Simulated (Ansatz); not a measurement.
# BGeO+ (singlet): from Hartree-Fock to the top rungs, cc-pVTZ

One table from this session's results is given with a row withheld; the runs are named, their logs left out.

Program: Ansatz 0.2.0, Gaussian basis. Level of theory: cc-pVTZ, core rule «outside noble gas», up to 16 orbitals frozen. These are calculated values, not measurements.

To be run: UHF; CCSD(T) on RHF; BCCD(T) on RHF; CCSDT(Q) on RHF.

7 further runs of the same task are left out: 2 for a known fault of the program, 1 that didn't finish, 4 set aside as unsound or not needed.

## The system

The geometry is a PBE0/def2-TZVP stationary point (not a proven minimum) of the parent state, kept for this charge and spin. No spin-orbit coupling is included. The filled d shell of Ge may be among the frozen orbitals whatever the setting's name suggests; the logs give the count.

3 atoms, charge 1, spin multiplicity 1.

Atoms are counted from 1 here; the program's logs count them from 0.

Bond lengths: B1–O2 1.282 Å, O2–Ge3 1.826 Å. Angles: B1–O2–Ge3 180.0°.

Geometry (Å):

```xyz
3

B     0.0000    0.0000   -1.4638
O     0.0000    0.0000   -0.1813
Ge    0.0000    0.0000    1.6451
```

Set-up of the first run:

Input file in.yaml:

```yaml
crystal:
  periodic: [false, false, false]
  atoms:
    - {symbol: B, position_ang: [0.000000, 0.000000, -1.463800]}
    - {symbol: O, position_ang: [0.000000, 0.000000, -0.181300]}
    - {symbol: Ge, position_ang: [0.000000, 0.000000, 1.645100]}
basis:
  gaussian: {orbitals: cc-pVTZ}
total_charge: 1
magnetization: {spin_polarized: true, initial_magnetization: 0}
hamiltonian: {xc: hf}
output: {orbitals: {seedname: orbitals}}
```

Started as:

```bash
$ ansatz run in.yaml --threads 1 --pin off --events-out ev --progress --plain --max-ram 2816MiB --backend cpu
```

Among the steps run: UHF; CCSD(T) on RHF; BCCD(T) on RHF; CCSDT(Q) on RHF.

One table of the session follows, with a row left open; its other results are not shown here.

| method | from RCCSDT(Q) (meV) |
| --- | --- |
| RHF | +10862.3 |
| RMP2 | +1043.0 |
| RCCSD | ? |
| RCCSD(T) | +44.2 |
| BCCD(T) | +36.0 |
| RCCSDT | +33.5 |
| RCCSDT(Q) | 0 |

**Question.** Estimate the row for RCCSD.

The run gave: from RCCSDT(Q) (meV): +507.3. In the column «from RCCSDT(Q) (meV)» it lies between RCCSD(T) (+44.2) and RMP2 (+1043.0).
